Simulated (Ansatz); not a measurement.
# CH₈ClNOSi₂: up Jacob's ladder to CCSD(T)

One table from this session's results is given with a row withheld; the runs are named, their logs left out.

Method: functionals in def2-TZVPP, the program's frozen cores in correlated methods; program: Ansatz 0.2.0, Gaussian basis.

Levels to be run: PBE-D4, r2SCAN-D4, PBE0-D4, B3LYP-D4, ωB97X-V, ωB97M-V, B2PLYP; CCSD(T)/def2-TZVPP; MP2/def2-QZVPP; extrapolation to the limit.

## The geometry

The geometry comes from an earlier relaxation with PBE0-D4 in a triple-zeta def2 set; it is a stationary point, not always the lowest conformer.

SMILES `CO[SiH2]N[SiH2]Cl`, 14 atoms, charge 0, spin multiplicity 1.

Atoms are counted from 1 here; the program's logs count them from 0.

Bond lengths: C1–O2 1.408 Å, C1–H7 1.096 Å, C1–H8 1.097 Å, C1–H9 1.091 Å, O2–Si3 1.640 Å, Si3–N4 1.716 Å, Si3–H10 1.488 Å, Si3–H11 1.486 Å, N4–Si5 1.710 Å, N4–H12 1.011 Å, Si5–Cl6 2.063 Å, Si5–H13 1.477 Å, Si5–H14 1.479 Å. Angles: O2–C1–H7 111.3°, O2–C1–H8 111.7°, O2–C1–H9 108.3°, H7–C1–H8 108.5°, H7–C1–H9 108.4°, H8–C1–H9 108.4°, C1–O2–Si3 123.0°, O2–Si3–N4 109.1°, O2–Si3–H10 107.9°, O2–Si3–H11 111.4°, N4–Si3–H10 111.2°, N4–Si3–H11 106.8°, H10–Si3–H11 110.5°, Si3–N4–Si5 127.5°, Si3–N4–H12 116.4°, Si5–N4–H12 116.1°, N4–Si5–Cl6 112.7°, N4–Si5–H13 108.5° and more.

Set-up of the first run:

Contents of in.yaml:

```yaml
crystal:
  periodic: [false, false, false]
  atoms:
    - {symbol: C, position_ang: [-0.669833, -1.154914, -2.461665]}
    - {symbol: O, position_ang: [0.008713, -0.861207, -1.262985]}
    - {symbol: Si, position_ang: [-0.330389, 0.452632, -0.342604]}
    - {symbol: N, position_ang: [0.897355, 0.639646, 0.842084]}
    - {symbol: Si, position_ang: [0.769627, 0.363900, 2.524386]}
    - {symbol: Cl, position_ang: [0.414313, 2.095272, 3.589192]}
    - {symbol: H, position_ang: [-1.685815, -1.515666, -2.266681]}
    - {symbol: H, position_ang: [-0.731717, -0.279013, -3.118694]}
    - {symbol: H, position_ang: [-0.119730, -1.939492, -2.983690]}
    - {symbol: H, position_ang: [-0.393769, 1.636405, -1.242461]}
    - {symbol: H, position_ang: [-1.612313, 0.285575, 0.389197]}
    - {symbol: H, position_ang: [1.788929, 0.985376, 0.514031]}
    - {symbol: H, position_ang: [-0.377656, -0.534404, 2.767056]}
    - {symbol: H, position_ang: [2.042305, -0.174121, 3.052833]}
basis:
  gaussian: {orbitals: def2-TZVPP}
hamiltonian: {xc: pbe, dispersion: d4}
output: {forces: true, orbitals: {seedname: orbitals}}
```

Command:

```bash
$ ansatz run in.yaml --threads 2 --pin off --events-out ev --progress --plain --max-ram 20480MiB --backend cuda --devices 0, --max-vram 18GiB
```

Among the steps run: PBE-D4 (GGA); r2SCAN-D4 (meta-GGA); PBE0-D4 (hybrid); B3LYP-D4 (hybrid); ωB97X-V (range-separated); ωB97M-V (range-separated); B2PLYP (double hybrid); CCSD(T) in def2-TZVPP; MP2 in def2-QZVPP.

One of the session's tables, all rows but one given; the rest of the session is left out.

```
            method  atomisation energy (kJ/mol)
            PBE-D4                       4985.0
         r2SCAN-D4                       4952.8
           PBE0-D4                       4922.9
          B3LYP-D4                       4952.6
           ωB97X-V                       4989.3
           ωB97M-V                       4980.7
            B2PLYP                       4897.5
     HF/def2-TZVPP                       3631.0
    MP2/def2-TZVPP                            ?
   CCSD/def2-TZVPP                       4759.7
CCSD(T)/def2-TZVPP                       4823.9
           MP2/CBS                       5036.5
       CCSD(T)/CBS                       4971.7
```

Estimate the missing values for MP2/def2-TZVPP.

The run gave: atomisation energy (kJ/mol): 4888.8. In the column «atomisation energy (kJ/mol)» it lies between CCSD(T)/def2-TZVPP (4823.9) and B2PLYP (4897.5).
